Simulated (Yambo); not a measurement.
**Si2Mo: optical spectrum with PBEsol**

Si2Mo:

```
Mo Si
1.0
    -1.60000    1.60000    3.93050
     1.60000   -1.60000    3.93050
     1.60000    1.60000   -3.93050
Mo Si
1 2
Direct
  0.00000 0.00000 0.00000
  0.66700 0.66700 0.00000
  0.33300 0.33300 0.00000
```

```json
{"Program": "Yambo 5.3.0", "Task": "optical spectrum", "Functional": "PBEsol", "Potentials or basis": "PseudoDojo 0.4 SR PBEsol stringent", "Cutoff": "653 eV", "Density cutoff": "2612 eV", "k mesh": "12 × 12 × 12", "Occupations": "fermi-dirac, width 0.05 eV", "Spin": "no spin polarisation", "k mesh of the self-consistent run": "12 × 12 × 12", "Direction of the field or of q to 0": "z", "Broadening": "0.1 eV", "Kernel": "long-range correction", "Top of the energy range": "10 eV", "Energy points": "150", "Strength of the long-range kernel": "-0.3", "Correction of the levels": "none", "Bands in the response": "36", "Cutoff of the response matrix": "3 Ry"}
```

- Band gap on the k mesh, mean-field level: none (metal or under the smearing width)

Dielectric function (along the field direction of the input):
```
energy (eV)  real part  imaginary part
       0.27      71.82            1.45
       0.60      80.80            4.60
       0.94     107.70           19.18
       1.28      79.84           65.67
       1.61      78.71          144.67
       1.95     -22.89           83.41
       2.28     -37.89           54.12
       2.62     -23.35           34.44
       2.95     -19.33           27.20
       3.29     -14.01           20.21
       3.62      -6.38           19.47
       3.96     -10.73           16.36
       4.30      -5.53           13.99
       4.63      -6.00           14.36
       4.97      -2.52           14.46
       5.30      -3.04           17.11
       5.64      -7.48           17.12
       5.97      -7.84           14.43
       6.31     -10.18           14.16
       6.64      -9.25           10.39
       6.98     -10.57            9.02
       7.32      -9.89            6.62
       7.65      -9.09            4.99
       7.99      -7.97            3.97
       8.32      -7.67            3.72
       8.66      -6.73            2.48
       8.99      -5.77            2.58
       9.33      -5.23            2.42
       9.66      -4.99            1.77
      10.00      -4.66            1.48
```

Run time: 7.6 min on 1 thread of Intel(R) Xeon(R) Processor @ 2.50GHz (Skylake/Cascade Lake), on a shared host.

Caveat: the intraband (Drude) term of the metal is left out; the ground state has no gap, which makes the many-body step unreliable; the long-range kernel's strength is typed, not fitted to the crystal's screening; spectra need much finer meshes, so this one isn't converged; independent-particle spectra lack excitons.
